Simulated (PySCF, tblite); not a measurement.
# C5H10BNO2: geometry, infrared bands and NMR shifts

Aim: predict the infrared bands and NMR shifts of C5H10BNO2 (`[BH3-][N+]#CC[C@@H](C)OC=O`).

The runs use tblite 0.8.0 and PySCF 2.14.0, with density-fitted response routines of our own; the level of theory stands in each step. All values are computed, except where a source is named. Atoms count from 0, in the outputs and in this text.

### 1 The starting structure

19 atoms, charge 0, multiplicity 1; geometry from: force field or distance geometry start.

Bonds of the start (Å): B0–N1 1.47, N1–C2 1.17, C2–C3 1.46, C3–C4 1.54, C4–C5 1.53, C4–O6 1.44, O6–C7 1.41, C7–O8 1.26, B0–H9 1.19, B0–H10 1.20, B0–H11 1.19, C3–H12 1.09, C3–H13 1.12, C4–H14 1.11, C5–H15 1.12, C5–H16 1.11, C5–H17 1.12, C7–H18 1.08.

### 2 Optimising the geometry with GFN2-xTB

Job settings and geometry (Å):

```
{"job": {"kind": "relax", "xc": "GFN2-xTB", "basis": "xTB"}, "charge": 0, "multiplicity": 1}
B     -3.605900     0.993100     0.164100
N     -2.383300     0.203600    -0.053000
C     -1.405300    -0.423900    -0.201700
C     -0.191200    -1.196300    -0.418200
C      1.027100    -0.469000     0.168100
C      2.280100    -1.330800     0.010100
O      1.202600     0.773100    -0.538100
C      1.986700     1.830100    -0.044700
O      2.555000     1.751300     1.074000
H     -4.296000     0.940100    -0.808900
H     -4.222200     0.554000     1.090300
H     -3.327100     2.127000     0.385100
H     -0.061200    -1.379400    -1.488300
H     -0.310300    -2.185300     0.094800
H      0.848100    -0.263600     1.245100
H      3.157900    -0.811300     0.469300
H      2.496200    -1.523500    -1.057100
H      2.150500    -2.304100     0.540400
H      2.088500     2.724200    -0.638800
```

Launch:

```bash
$ OMP_NUM_THREADS=1 python probes_run.py task.json out
```

One launch serves the whole session: the jobs run in the order shown.

**Question.** This job is followed by: GFN2-xTB harmonic vibrations, gas phase; GIAO PBE0/pcSseg-1 NMR shielding, non-relativistic, gas phase. Predict these results of the whole session: strongest single infrared mode (GFN2-xTB); zero-point energy (GFN2-xTB); 13C shifts against TMS (PBE0/pcSseg-1); 1H shifts against TMS (PBE0/pcSseg-1, means over atoms taken as alike); 11B shifts against BF3·OEt2 (PBE0/pcSseg-1); 15N shifts against NH3 (PBE0/pcSseg-1); 17O shifts against H2O (PBE0/pcSseg-1); surface potential, 1st and 99th percentile.

The runs gave:

```
                                                              quantity                                   value
                             strongest single infrared mode (GFN2-xTB)                   1793 cm⁻¹, 483 km/mol
                                          zero-point energy (GFN2-xTB)                           90.6 kcal/mol
                                13C shifts against TMS (PBE0/pcSseg-1)      164.7, 114.0, 70.5, 26.4, 22.4 ppm
1H shifts against TMS (PBE0/pcSseg-1, means over atoms taken as alike)  8.13, 5.48, 2.88, 2.51, 1.85, 1.42 ppm
                           11B shifts against BF3·OEt2 (PBE0/pcSseg-1)                               -44.0 ppm
                                15N shifts against NH3 (PBE0/pcSseg-1)                               239.6 ppm
                                17O shifts against H2O (PBE0/pcSseg-1)                        445.0, 233.7 ppm
                                 surface potential, 1st and 99th percentile                      -1.54 V and 1.98 V
```

What this shows: Over 72 steps the energy fell by 0.568 eV; of the close pairs, O6–C7 changed most, 1.406 to 1.323 Å. All 51 modes are real, so the xTB geometry is a minimum. The strongest single mode, at 1793 cm⁻¹, moves mainly C7 and O8. GFN2-xTB is a fitted tight-binding method: band positions and strengths are rough. Its intensities can rank the bands wrongly. The most deshielded carbon is C7 (ester carbonyl carbon), at 164.7 ppm: it is a carbonyl in resonance with an O or N lone pair, the region of acids, esters and amides. At PBE0/pcSseg-1: The largest span, 700 ppm, is at O8, where the paramagnetic term is -512 ppm. At PBE0/pcSseg-1, counted by nearest atom on the grid, the HOMO lies on H9 41 %; H10 19 %, the LUMO on C2 34 %; N1 29 %.
